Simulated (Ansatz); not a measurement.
# ZnO (zincite): a point defect seen from the nuclei (S on an O site), part 2 of 3

Aim: the field gradients at and around a point defect: S on an O site in ZnO (zincite), cell charge 0. The cell is a supercell built from a structure deposited in the COD. Planned: a single point, then a relaxation, then a check of preconditioner.

Ansatz 0.2.0; DFT, PBE, plane-wave PAW, default files, scalar-relativistic, as far as a step names no other. The steps go on from the part before.

**3. Ions relaxed**

Contents of input.yaml:

```yaml
crystal:
  lattice:
    - [6.498616, 0.0, 0.0]
    - [-3.249308, 5.6279665454, 0.0]
    - [0.0, 0.0, 10.411418]
  atoms:
    - { symbol: Zn, position: [0.1666666666, 0.3333333334, 0.25] }
    - { symbol: Zn, position: [0.1666666666, 0.3333333334, 0.75] }
    - { symbol: Zn, position: [0.1666666666, 0.8333333334, 0.25] }
    - { symbol: Zn, position: [0.1666666666, 0.8333333334, 0.75] }
    - { symbol: Zn, position: [0.6666666666, 0.3333333334, 0.25] }
    - { symbol: Zn, position: [0.6666666666, 0.3333333334, 0.75] }
    - { symbol: Zn, position: [0.6666666666, 0.8333333334, 0.25] }
    - { symbol: Zn, position: [0.6666666666, 0.8333333334, 0.75] }
    - { symbol: Zn, position: [0.3333333334, 0.1666666666, 0.0] }
    - { symbol: Zn, position: [0.3333333334, 0.1666666666, 0.5] }
    - { symbol: Zn, position: [0.3333333334, 0.6666666666, 0.0] }
    - { symbol: Zn, position: [0.3333333334, 0.6666666666, 0.5] }
    - { symbol: Zn, position: [0.8333333334, 0.1666666666, 0.0] }
    - { symbol: Zn, position: [0.8333333334, 0.1666666666, 0.5] }
    - { symbol: Zn, position: [0.8333333334, 0.6666666666, 0.0] }
    - { symbol: Zn, position: [0.8333333334, 0.6666666666, 0.5] }
    - { symbol: S, position: [0.3333333334, 0.1666666666, 0.189505] }
    - { symbol: O, position: [0.3333333334, 0.1666666666, 0.689505] }
    - { symbol: O, position: [0.3333333334, 0.6666666666, 0.189505] }
    - { symbol: O, position: [0.3333333334, 0.6666666666, 0.689505] }
    - { symbol: O, position: [0.8333333334, 0.1666666666, 0.189505] }
    - { symbol: O, position: [0.8333333334, 0.1666666666, 0.689505] }
    - { symbol: O, position: [0.8333333334, 0.6666666666, 0.189505] }
    - { symbol: O, position: [0.8333333334, 0.6666666666, 0.689505] }
    - { symbol: O, position: [0.1666666666, 0.3333333334, 0.439505] }
    - { symbol: O, position: [0.1666666666, 0.3333333334, 0.939505] }
    - { symbol: O, position: [0.1666666666, 0.8333333334, 0.439505] }
    - { symbol: O, position: [0.1666666666, 0.8333333334, 0.939505] }
    - { symbol: O, position: [0.6666666666, 0.3333333334, 0.439505] }
    - { symbol: O, position: [0.6666666666, 0.3333333334, 0.939505] }
    - { symbol: O, position: [0.6666666666, 0.8333333334, 0.439505] }
    - { symbol: O, position: [0.6666666666, 0.8333333334, 0.939505] }
kpoints:
  mp_grid: { grid: [3, 3, 2] }
scf:
  occupations: { method: fermi_dirac, width: 0.01 }
hamiltonian:
  xc: pbe
  pseudopotentials: { kind: paw }
output:
  forces: true
  stress: true
  populations: true
  efg:
    quadrupole_moments_barn: { Zn: 0.122, S: -0.0694, O: -0.02558 }
    contact_densities: true
  write_density: true
  write_potential: true
  elf: true
  volumetric_format: npy
relax:
  f_tol: 0.03
  max_steps: 40
```

Run with:

```
$ ansatz run input.yaml --threads 1 --pin off --max-ram 3072MiB --backend cpu --events-out ev --progress --plain --runs-dir out
```

Log:

```text
Warning: output.stress: scf.convergence.dr2_threshold = 1e-7 eV (the SCF's general default) is looser than the 3.2e-9 eV advised for a printed stress (1e-10 eV for each atom of the cell: 32). What an SCF threshold leaves in a stress goes as its square root, and in the free energy as the threshold itself, and one threshold admits the most on a small cell: of the crystals measured, under no hybrid functional and no lock of the moments, on runs that ended without the residual-converged pass, on stresses that held no estimate of that error, the worst erred by over 100 MPa in a component at 1e-7 eV an atom and by under 5 at 1e-10. Every solve of this run answers to scf.convergence.dr2_threshold, and the tensor of one is reported: a single SCF on the reported geometry and on this run's grids (its basis.xc_grid and basis.ecutrho_ratio typed), with scf.convergence.dr2_threshold at 3.2e-9 eV or tighter, prints it and tightens no other solve. Else set scf.convergence.dr2_threshold to 3.2e-9 eV or tighter. The threshold is an SCF's pass mark: one that does not reach it within its budget of iterations ends unconverged, or closes short of it on a stop that the run arms, and scf.convergence.dr2_threshold's page says what that costs each kind of run
Warning: RAYON_NUM_THREADS=1 ignored (pool sized by the plan → 1); use --threads N
[... 10 set-up lines as earlier in the session ...]
Crystal: 32 atoms, lattice volume = 380.787 Å³
Basis set: ecut = 420 eV, 7475 PW (Γ), exchange–correlation on 90×90×144 points (8 copies of the dense FFT grid, shifted against one another)
Bands: 176, of which v1, the nominal top of the filled ones, is band 144 counted from 1 (143 counted from 0)
[... 2 set-up lines as earlier in the session ...]
k-points: 6 of 18 (time reversal used)
[... 10 set-up lines as earlier in the session ...]
SCF iter   1: F=—  HF=-62522.102829 eV  |F-HF|=—  |Δ(HF+E_count)|=         —  Δρ=2.43e-3  dr2=1.82e-2  ethr=1.77e-3  ⟨swp⟩=5.7  Hψ=4337  notcnv=0  defer=15
preconditioner: auto → Resta (q_TF=auto, 2.604 Å⁻¹)  ε∞=7.5  [insulator: Δε(μ)=0.936 eV  Ē_g=12.675 eV  σ=0.010 eV  W_gap=1.00  n_scr=110 (ndim 8)  ℏωp=32.3 eV  f_vac=0.032  D(μ)=0.00/eV (n_scr^D=0)  ε∞_Penn≈7.5]
SCF iter   2: F=—  HF=-62522.098551 eV  |F-HF|=—  |Δ(HF+E_count)|=   4.28e-3  Δρ=9.09e-4  dr2=3.45e-3  ethr=6.32e-6  ⟨swp⟩=2.0  Hψ=2122  notcnv=0  defer=152
SCF iter   3: F=—  HF=-62522.098420 eV  |F-HF|=—  |Δ(HF+E_count)|=   1.31e-4  Δρ=5.97e-4  dr2=1.81e-3  ethr=1.20e-6  ⟨swp⟩=2.0  Hψ=1718  notcnv=0  defer=152
SCF iter   4: F=—  HF=-62522.098397 eV  |F-HF|=—  |Δ(HF+E_count)|=   2.30e-5  Δρ=2.47e-4  dr2=2.16e-4  ethr=6.28e-7  ⟨swp⟩=2.0  Hψ=1718  notcnv=0  defer=152
SCF iter   5: F=—  HF=-62522.098390 eV  |F-HF|=—  |Δ(HF+E_count)|=   7.46e-6  Δρ=1.01e-4  dr2=6.21e-5  ethr=7.51e-8  ⟨swp⟩=2.0  Hψ=1705  notcnv=0  defer=152
SCF iter   6: F=-62522.098388 eV  HF=-62522.098391 eV  |F-HF|=3.20e-6  |Δ(HF+E_count)|=   1.48e-6  Δρ=3.66e-5  dr2=1.02e-5  ethr=7.81e-9  ⟨swp⟩=9.8  Hψ=9309  notcnv=0
SCF 1 converged in 6 iterations: F = -62522.098388 eV  dr2 = 1.02e-5
relax step   1: F+E_penalty+E_count = -62522.09838799 eV  Δ(F+E_penalty+E_count) = +0.000e0 eV  max|allowed force component| = 4.500e0 eV/Å  Δτ_max = 0.0000 Å  (6 SCF iters, dr2 threshold 2.25e-5 eV, accepted)
Initial density: handed on by an earlier stage of this run
Initial wavefunctions: those handed on with the density
iter 1 solved again at ethr=2.00e-4 eV; its pass at ethr=3.10e-3 eV (dr2=5.75e-1 eV) is discarded
SCF iter   1: F=—  HF=-62523.829675 eV  |F-HF|=—  |Δ(HF+E_count)|=         —  Δρ=1.56e-2  dr2=5.78e-1  ethr=2.00e-4  ⟨swp⟩=1.0  Hψ=4132  notcnv=0  defer=119
preconditioner: auto → Resta (q_TF=auto, 2.604 Å⁻¹)  ε∞=7.5  [insulator: Δε(μ)=0.805 eV  Ē_g=12.713 eV  σ=0.010 eV  W_gap=1.00  n_scr=110 (ndim 8)  ℏωp=32.3 eV  f_vac=0.031  D(μ)=0.00/eV (n_scr^D=0)  ε∞_Penn≈7.5]
SCF iter   2: F=—  HF=-62523.657654 eV  |F-HF|=—  |Δ(HF+E_count)|=   1.72e-1  Δρ=6.63e-3  dr2=1.02e-1  ethr=2.00e-4  ⟨swp⟩=2.2  Hψ=1711  notcnv=0  defer=119
SCF iter   3: F=—  HF=-62523.620931 eV  |F-HF|=—  |Δ(HF+E_count)|=   3.67e-2  Δρ=2.96e-3  dr2=2.37e-2  ethr=3.55e-5  ⟨swp⟩=2.3  Hψ=2037  notcnv=0  defer=154
SCF iter   4: F=—  HF=-62523.612060 eV  |F-HF|=—  |Δ(HF+E_count)|=   8.87e-3  Δρ=6.03e-4  dr2=1.25e-3  ethr=8.21e-6  ⟨swp⟩=2.2  Hψ=1717  notcnv=0  defer=154
SCF iter   5: F=—  HF=-62523.613244 eV  |F-HF|=—  |Δ(HF+E_count)|=   1.18e-3  Δρ=3.21e-4  dr2=3.99e-4  ethr=4.34e-7  ⟨swp⟩=2.0  Hψ=1723  notcnv=0  defer=154
SCF iter   6: F=—  HF=-62523.613185 eV  |F-HF|=—  |Δ(HF+E_count)|=   5.85e-5  Δρ=1.29e-4  dr2=9.42e-5  ethr=3.47e-8  ⟨swp⟩=8.0  Hψ=8677  notcnv=0
SCF iter   7: F=-62523.613170 eV  HF=-62523.613180 eV  |F-HF|=1.07e-5  |Δ(HF+E_count)|=   5.04e-6  Δρ=5.94e-5  dr2=2.08e-5  ethr=3.27e-8  ⟨swp⟩=9.7  Hψ=9227  notcnv=0
SCF 2 converged in 7 iterations: F = -62523.613170 eV  dr2 = 2.08e-5
relax step   2: F+E_penalty+E_count = -62523.61316961 eV  Δ(F+E_penalty+E_count) = -1.515e0 eV  max|allowed force component| = 1.302e0 eV/Å  Δτ_max = 0.1707 Å  (7 SCF iters, dr2 threshold 1.00e-4 eV, accepted)
SCF iter   1: F=—  HF=-62523.946560 eV  |F-HF|=—  |Δ(HF+E_count)|=         —  Δρ=1.23e-2  dr2=2.69e-1  ethr=1.58e-3  ⟨swp⟩=5.2  Hψ=2976  notcnv=0  defer=38
preconditioner: auto → Resta (q_TF=auto, 2.604 Å⁻¹)  ε∞=7.5  [insulator: Δε(μ)=0.664 eV  Ē_g=12.678 eV  σ=0.010 eV  W_gap=1.00  n_scr=110 (ndim 8)  ℏωp=32.3 eV  f_vac=0.031  D(μ)=0.00/eV (n_scr^D=0)  ε∞_Penn≈7.5]
SCF iter   2: F=—  HF=-62523.854979 eV  |F-HF|=—  |Δ(HF+E_count)|=   9.16e-2  Δρ=5.79e-3  dr2=5.84e-2  ethr=9.33e-5  ⟨swp⟩=2.0  Hψ=1922  notcnv=0  defer=156
SCF iter   3: F=—  HF=-62523.837435 eV  |F-HF|=—  |Δ(HF+E_count)|=   1.75e-2  Δρ=2.00e-3  dr2=9.26e-3  ethr=2.03e-5  ⟨swp⟩=2.3  Hψ=1713  notcnv=0  defer=156
SCF iter   4: F=—  HF=-62523.832604 eV  |F-HF|=—  |Δ(HF+E_count)|=   4.83e-3  Δρ=4.49e-4  dr2=7.92e-4  ethr=3.22e-6  ⟨swp⟩=2.0  Hψ=1710  notcnv=0  defer=156
SCF iter   5: F=—  HF=-62523.833135 eV  |F-HF|=—  |Δ(HF+E_count)|=   5.31e-4  Δρ=2.48e-4  dr2=2.35e-4  ethr=2.75e-7  ⟨swp⟩=2.2  Hψ=1773  notcnv=0  defer=156
SCF iter   6: F=-62523.833075 eV  HF=-62523.833099 eV  |F-HF|=2.41e-5  |Δ(HF+E_count)|=   3.57e-5  Δρ=9.29e-5  dr2=5.06e-5  ethr=3.47e-8  ⟨swp⟩=7.8  Hψ=8030  notcnv=0
SCF 3 converged in 6 iterations: F = -62523.833075 eV  dr2 = 5.06e-5
relax step   3: F+E_penalty+E_count = -62523.83307529 eV  Δ(F+E_penalty+E_count) = -2.199e-1 eV  max|allowed force component| = 2.061e-1 eV/Å  Δτ_max = 0.1656 Å  (6 SCF iters, dr2 threshold 1.00e-4 eV, accepted)
SCF iter   1: F=—  HF=-62523.840171 eV  |F-HF|=—  |Δ(HF+E_count)|=         —  Δρ=1.47e-3  dr2=4.25e-3  ethr=1.32e-5  ⟨swp⟩=4.5  Hψ=2257  notcnv=0  defer=154
preconditioner: auto → Resta (q_TF=auto, 2.604 Å⁻¹)  ε∞=7.5  [insulator: Δε(μ)=0.681 eV  Ē_g=12.657 eV  σ=0.010 eV  W_gap=1.00  n_scr=110 (ndim 8)  ℏωp=32.3 eV  f_vac=0.031  D(μ)=0.00/eV (n_scr^D=0)  ε∞_Penn≈7.5]
SCF iter   2: F=—  HF=-62523.838718 eV  |F-HF|=—  |Δ(HF+E_count)|=   1.45e-3  Δρ=7.08e-4  dr2=1.01e-3  ethr=1.47e-6  ⟨swp⟩=2.7  Hψ=2018  notcnv=0  defer=154
SCF iter   3: F=—  HF=-62523.838419 eV  |F-HF|=—  |Δ(HF+E_count)|=   2.99e-4  Δρ=1.48e-4  dr2=7.52e-5  ethr=3.50e-7  ⟨swp⟩=2.0  Hψ=1686  notcnv=0  defer=154
SCF iter   4: F=—  HF=-62523.838404 eV  |F-HF|=—  |Δ(HF+E_count)|=   1.49e-5  Δρ=5.87e-5  dr2=1.92e-5  ethr=2.61e-8  ⟨swp⟩=2.0  Hψ=1688  notcnv=0  defer=154
SCF iter   5: F=—  HF=-62523.838404 eV  |F-HF|=—  |Δ(HF+E_count)|=   4.01e-7  Δρ=3.84e-5  dr2=7.81e-6  ethr=6.68e-9  ⟨swp⟩=2.0  Hψ=1670  notcnv=0  defer=154
SCF iter   6: F=-62523.838402 eV  HF=-62523.838402 eV  |F-HF|=6.91e-7  |Δ(HF+E_count)|=   1.51e-6  Δρ=1.16e-5  dr2=1.26e-6  ethr=9.22e-10  ⟨swp⟩=7.0  Hψ=7653  notcnv=0
SCF 4 converged in 6 iterations: F = -62523.838402 eV  dr2 = 1.26e-6
relax step   4: F+E_penalty+E_count = -62523.83840178 eV  Δ(F+E_penalty+E_count) = -5.326e-3 eV  max|allowed force component| = 5.698e-2 eV/Å  Δτ_max = 0.0140 Å  (6 SCF iters, dr2 threshold 2.65e-6 eV, accepted)
SCF iter   1: F=—  HF=-62523.839255 eV  |F-HF|=—  |Δ(HF+E_count)|=         —  Δρ=5.75e-4  dr2=6.38e-4  ethr=2.31e-6  ⟨swp⟩=4.2  Hψ=2236  notcnv=0  defer=154
preconditioner: auto → Resta (q_TF=auto, 2.604 Å⁻¹)  ε∞=7.5  [insulator: Δε(μ)=0.680 eV  Ē_g=12.657 eV  σ=0.010 eV  W_gap=1.00  n_scr=110 (ndim 8)  ℏωp=32.3 eV  f_vac=0.031  D(μ)=0.00/eV (n_scr^D=0)  ε∞_Penn≈7.5]
SCF iter   2: F=—  HF=-62523.839049 eV  |F-HF|=—  |Δ(HF+E_count)|=   2.06e-4  Δρ=2.81e-4  dr2=1.55e-4  ethr=2.22e-7  ⟨swp⟩=2.3  Hψ=1572  notcnv=0  defer=154
SCF iter   3: F=—  HF=-62523.838992 eV  |F-HF|=—  |Δ(HF+E_count)|=   5.77e-5  Δρ=5.09e-5  dr2=9.24e-6  ethr=5.37e-8  ⟨swp⟩=2.0  Hψ=1676  notcnv=0  defer=154
SCF iter   4: F=—  HF=-62523.839039 eV  |F-HF|=—  |Δ(HF+E_count)|=   4.75e-5  Δρ=2.47e-5  dr2=2.16e-6  ethr=3.21e-9  ⟨swp⟩=2.0  Hψ=1766  notcnv=0  defer=154
SCF iter   5: F=—  HF=-62523.839039 eV  |F-HF|=—  |Δ(HF+E_count)|=   1.62e-7  Δρ=1.50e-5  dr2=1.00e-6  ethr=7.52e-10  ⟨swp⟩=2.0  Hψ=1670  notcnv=0  defer=154
SCF iter   6: F=—  HF=-62523.839039 eV  |F-HF|=—  |Δ(HF+E_count)|=   1.40e-7  Δρ=3.87e-6  dr2=1.43e-7  ethr=3.47e-10  ⟨swp⟩=2.2  Hψ=1748  notcnv=0  defer=154
SCF iter   7: F=-62523.839039 eV  HF=-62523.839039 eV  |F-HF|=1.16e-8  |Δ(HF+E_count)|=   2.08e-8  Δρ=1.82e-6  dr2=2.04e-8  ethr=3.47e-11  ⟨swp⟩=7.0  Hψ=6184  notcnv=0
SCF 5 converged in 7 iterations: F = -62523.839039 eV  dr2 = 2.04e-8
relax step   5: F+E_penalty+E_count = -62523.83903892 eV  Δ(F+E_penalty+E_count) = -6.371e-4 eV  max|allowed force component| = 4.057e-3 eV/Å  Δτ_max = 0.0073 Å  (7 SCF iters, accepted)
NSCF: frozen V_eff on 6 k-points
the band table was solved once a step of the walk had ended and its energy, with any forces and stress, was formed, with the checks that follow a solve (4182 applications of the Hamiltonian). They found nothing against the state; the energy, forces and stress were not computed again (output.eigenvalues in the input reference)
SCF converged after 7 iterations
Free energy (F): -62523.839039 eV
Harris-Foulkes:  -62523.839039 eV  (|F-HF|=1.16e-8)
Internal energy: -62523.839039 eV  (E = F + TS)
E sigma→0 (E₀):  -62523.839039 eV
Fermi energy:    8.180013 eV
--- Per-component energies (eV) ---
[... 14 lines left out ...]
--- Forces (eV/Å), atoms counted from 1 ---
  atom   1  Zn    -0.00351386     0.00202873    -0.00216277
  atom   2  Zn     0.00049908    -0.00028814    -0.00098589
  atom   3  Zn     0.00000000    -0.00405745    -0.00216277
  atom   4  Zn     0.00000000     0.00057629    -0.00098589
  atom   5  Zn     0.00351386     0.00202873    -0.00216277
  atom   6  Zn    -0.00049908    -0.00028814    -0.00098589
[... 26 lines left out ...]
  max |Σ_I F_I| component: 4.36e-6 eV/Å
--- Stress (GPa, compression-positive) ---
        9.255261       0.000000       0.000000
        0.000000       9.255261       0.000000
        0.000000       0.000000      10.107519
  P = ⅓ Tr σ = 9.5393 GPa (95.393 kbar)
--- PAW observables at the nuclei: V_zz in 10²¹ V/m², potentials from the cell's mean, atoms counted from 1 ---
  atom   1  Zn V_zz =    +1.570536   η = 0.4542   by run symmetry: allowed   C_q = +4.6330 MHz
            electrostatic potential = -3945.071017 V   contact ρ = 166597.771417 e/Å³
  atom   2  Zn V_zz =    -1.089982   η = 0.6633   by run symmetry: allowed   C_q = -3.2154 MHz
            electrostatic potential = -3945.406587 V   contact ρ = 166591.827340 e/Å³
  atom   3  Zn V_zz =    +1.570536   η = 0.4542   by run symmetry: allowed   C_q = +4.6330 MHz
            electrostatic potential = -3945.071017 V   contact ρ = 166597.771418 e/Å³
  atom   4  Zn V_zz =    -1.089982   η = 0.6633   by run symmetry: allowed   C_q = -3.2154 MHz
            electrostatic potential = -3945.406587 V   contact ρ = 166591.827341 e/Å³
  atom   5  Zn V_zz =    +1.570536   η = 0.4542   by run symmetry: allowed   C_q = +4.6330 MHz
            electrostatic potential = -3945.071017 V   contact ρ = 166597.771417 e/Å³
  atom   6  Zn V_zz =    -1.089982   η = 0.6633   by run symmetry: allowed   C_q = -3.2154 MHz
            electrostatic potential = -3945.406587 V   contact ρ = 166591.827340 e/Å³
  atom   7  Zn V_zz =    +1.687911   η = 0.0000   by run symmetry: allowed   C_q = +4.9792 MHz
            electrostatic potential = -3945.342615 V   contact ρ = 166590.949281 e/Å³
  atom   8  Zn V_zz =    -0.732097   η = 0.0000   by run symmetry: allowed   C_q = -2.1596 MHz
            electrostatic potential = -3945.361438 V   contact ρ = 166591.619537 e/Å³
  atom   9  Zn V_zz =    +3.560645   η = 0.0000   by run symmetry: allowed   C_q = +10.5037 MHz
            electrostatic potential = -3945.102144 V   contact ρ = 166595.912408 e/Å³
  atom  10  Zn V_zz =    +1.341992   η = 0.0000   by run symmetry: allowed   C_q = +3.9588 MHz
            electrostatic potential = -3945.220009 V   contact ρ = 166591.248884 e/Å³
  atom  11  Zn V_zz =    -0.939956   η = 0.9207   by run symmetry: allowed   C_q = -2.7728 MHz
            electrostatic potential = -3945.376985 V   contact ρ = 166591.101432 e/Å³
  atom  12  Zn V_zz =    -0.915620   η = 0.1594   by run symmetry: allowed   C_q = -2.7010 MHz
            electrostatic potential = -3945.303312 V   contact ρ = 166591.992250 e/Å³
  atom  13  Zn V_zz =    -0.939956   η = 0.9207   by run symmetry: allowed   C_q = -2.7728 MHz
            electrostatic potential = -3945.376985 V   contact ρ = 166591.101432 e/Å³
  atom  14  Zn V_zz =    -0.915620   η = 0.1594   by run symmetry: allowed   C_q = -2.7010 MHz
            electrostatic potential = -3945.303312 V   contact ρ = 166591.992250 e/Å³
  atom  15  Zn V_zz =    -0.939956   η = 0.9207   by run symmetry: allowed   C_q = -2.7728 MHz
            electrostatic potential = -3945.376985 V   contact ρ = 166591.101432 e/Å³
  atom  16  Zn V_zz =    -0.915620   η = 0.1594   by run symmetry: allowed   C_q = -2.7010 MHz
            electrostatic potential = -3945.303312 V   contact ρ = 166591.992250 e/Å³
  atom  17  S  V_zz =    +1.601019   η = 0.0000   by run symmetry: allowed   C_q = -2.6866 MHz
            electrostatic potential = -1636.236575 V   contact ρ = 19763.325027 e/Å³
  atom  18  O  V_zz =    -0.408466   η = 0.0000   by run symmetry: allowed   C_q = +0.2526 MHz
            electrostatic potential = -624.220304 V   contact ρ = 2156.991965 e/Å³
  atom  19  O  V_zz =    -3.070577   η = 0.7987   by run symmetry: allowed   C_q = +1.8992 MHz
            electrostatic potential = -624.270163 V   contact ρ = 2156.745730 e/Å³
  atom  20  O  V_zz =    -0.711202   η = 0.5125   by run symmetry: allowed   C_q = +0.4399 MHz
            electrostatic potential = -624.202589 V   contact ρ = 2156.663452 e/Å³
  atom  21  O  V_zz =    -3.070577   η = 0.7987   by run symmetry: allowed   C_q = +1.8992 MHz
            electrostatic potential = -624.270163 V   contact ρ = 2156.745730 e/Å³
  atom  22  O  V_zz =    -0.711202   η = 0.5125   by run symmetry: allowed   C_q = +0.4399 MHz
            electrostatic potential = -624.202589 V   contact ρ = 2156.663452 e/Å³
  atom  23  O  V_zz =    -3.070577   η = 0.7987   by run symmetry: allowed   C_q = +1.8992 MHz
            electrostatic potential = -624.270163 V   contact ρ = 2156.745730 e/Å³
  atom  24  O  V_zz =    -0.711202   η = 0.5125   by run symmetry: allowed   C_q = +0.4399 MHz
            electrostatic potential = -624.202589 V   contact ρ = 2156.663452 e/Å³
  atom  25  O  V_zz =    -1.542870   η = 0.2229   by run symmetry: allowed   C_q = +0.9543 MHz
            electrostatic potential = -624.104016 V   contact ρ = 2156.824354 e/Å³
  atom  26  O  V_zz =    -2.099194   η = 0.8539   by run symmetry: allowed   C_q = +1.2984 MHz
            electrostatic potential = -624.335873 V   contact ρ = 2156.752967 e/Å³
  atom  27  O  V_zz =    -1.542870   η = 0.2229   by run symmetry: allowed   C_q = +0.9543 MHz
            electrostatic potential = -624.104016 V   contact ρ = 2156.824354 e/Å³
  atom  28  O  V_zz =    -2.099194   η = 0.8539   by run symmetry: allowed   C_q = +1.2984 MHz
            electrostatic potential = -624.335873 V   contact ρ = 2156.752967 e/Å³
  atom  29  O  V_zz =    -1.542870   η = 0.2229   by run symmetry: allowed   C_q = +0.9543 MHz
            electrostatic potential = -624.104016 V   contact ρ = 2156.824354 e/Å³
  atom  30  O  V_zz =    -2.099194   η = 0.8539   by run symmetry: allowed   C_q = +1.2984 MHz
            electrostatic potential = -624.335873 V   contact ρ = 2156.752967 e/Å³
  atom  31  O  V_zz =    -0.316915   η = 0.0000   by run symmetry: allowed   C_q = +0.1960 MHz
            electrostatic potential = -624.080693 V   contact ρ = 2156.710732 e/Å³
  atom  32  O  V_zz =    -0.198587   η = 0.0000   by run symmetry: allowed   C_q = +0.1228 MHz
            electrostatic potential = -624.222883 V   contact ρ = 2156.820915 e/Å³
--- Band table (eV; the first three rows and the last of 6) ---
[... 4 lines left out ...]
--- Relaxed structure (5 steps of the walk, 5 accepted, 0 SCFs on fresh bases) ---
  F+E_penalty+E_count = -62523.83903892 eV   max|allowed force component| = 4.057e-3 eV/Å
  atoms:
[... 32 lines left out ...]
--- Löwdin populations: 32 sites ---
  site symbol       q [e]
[... 32 lines left out ...]
  spilling = 0.009721 (of n_electrons = 288.000000)
```

Wall time 3.8 min (1 thread of Arm Neoverse V2, shared host); peak memory 0.98 GiB.

The steps of the relaxation:

| step | energy change (eV) | largest force component (eV/Å) |
| --- | --- | --- |
| 1 | 0.0000 | 4.500 |
| 2 | -1.5148 | 1.302 |
| 3 | -1.7347 | 0.206 |
| 4 | -1.7400 | 0.057 |
| 5 | -1.7407 | 0.004 |

Atom 9 (Zn) moved farthest, 0.333 Å; the mean move was 0.078 Å.

The run ends with gap on the mesh 0.68 eV, largest force 0.005 eV/Å, pressure 9.5 GPa.

What changed since step 2 (V_zz in 10²¹ V/m²; 9 of 16 rows, with the four largest changes of size):

| site | atoms | V_zz, PBE | V_zz, PBE relaxed | η, PBE | η, PBE relaxed |
| --- | --- | --- | --- | --- | --- |
| S | 17 | 0.060 | 1.60 | 0.00 | 0.00 |
| Zn9 | 9 | -4.12 | 3.56 | 0.00 | 0.00 |
| Zn1 | 1, 3, 5 | -4.17 | 1.57 | 0.07 | 0.45 |
| O25 | 25, 27, 29 | -0.74 | -1.54 | 0.27 | 0.22 |
| O26 | 26, 28, 30 | -0.87 | -2.10 | 0.14 | 0.85 |
| Zn10 | 10 | 0.17 | 1.34 | 0.00 | 0.00 |
| O19 | 19, 21, 23 | -1.14 | -3.07 | 0.51 | 0.80 |
| Zn11 | 11, 13, 15 | 0.12 | -0.94 | 0.37 | 0.92 |
| Zn7 | 7 | -0.009 | 1.69 | 0.00 | 0.00 |

The printed gradients, by site: 11 of 16, those nearest the defect, the farthest of each element and the two largest gradients.

| site | atoms | distance from the defect (Å) | V_zz (10²¹ V/m²) | η | C_Q (MHz) |
| --- | --- | --- | --- | --- | --- |
| S | 17 | 0.00 | 1.60 | 0.00 | -2.69 (³³S) |
| Zn1 | 1, 3, 5 | 2.19 | 1.57 | 0.45 | 4.63 (⁶⁷Zn) |
| Zn9 | 9 | 2.23 | 3.56 | 0.00 | 10.5 (⁶⁷Zn) |
| O26 | 26, 28, 30 | 3.24 | -2.10 | 0.85 | 1.30 (¹⁷O) |
| O19 | 19, 21, 23 | 3.25 | -3.07 | 0.80 | 1.90 (¹⁷O) |
| Zn10 | 10 | 3.29 | 1.34 | 0.00 | 3.96 (⁶⁷Zn) |
| O25 | 25, 27, 29 | 3.37 | -1.54 | 0.22 | 0.954 (¹⁷O) |
| Zn11 | 11, 13, 15 | 3.76 | -0.94 | 0.92 | -2.77 (⁶⁷Zn) |
| Zn7 | 7 | 3.81 | 1.69 | 0.00 | 4.98 (⁶⁷Zn) |
| Zn8 | 8 | 5.80 | -0.73 | 0.00 | -2.16 (⁶⁷Zn) |
| O20 | 20, 22, 24 | 6.06 | -0.71 | 0.51 | 0.440 (¹⁷O) |

Direction of the V_zz axis (Cartesian unit vector):

| site | atom | x | y | z |
| --- | --- | --- | --- | --- |
| Zn1 | 1 | 0.85 | -0.49 | -0.18 |
| Zn2 | 2 | 0.50 | 0.87 | 0.00 |
| Zn7 | 7 | 0.00 | 0.00 | 1.00 |
| Zn8 | 8 | 0.00 | 0.00 | 1.00 |
| Zn9 | 9 | 0.00 | 0.00 | 1.00 |
| Zn10 | 10 | 0.00 | 0.00 | 1.00 |
| Zn12 | 12 | 0.70 | 0.41 | -0.59 |
| S | 17 | 0.00 | 0.00 | 1.00 |
| O18 | 18 | 0.00 | 0.00 | 1.00 |

The sizes of the gradients above 0.15 moved by over a factor of two in the median, over a factor of two at the site that moves most (small gradients counted from 0.15; Zn7, -0.009 to 1.69), with a change of sign at Zn9, Zn1, Zn11 and others.

(Part 2 of 3 ends here.)
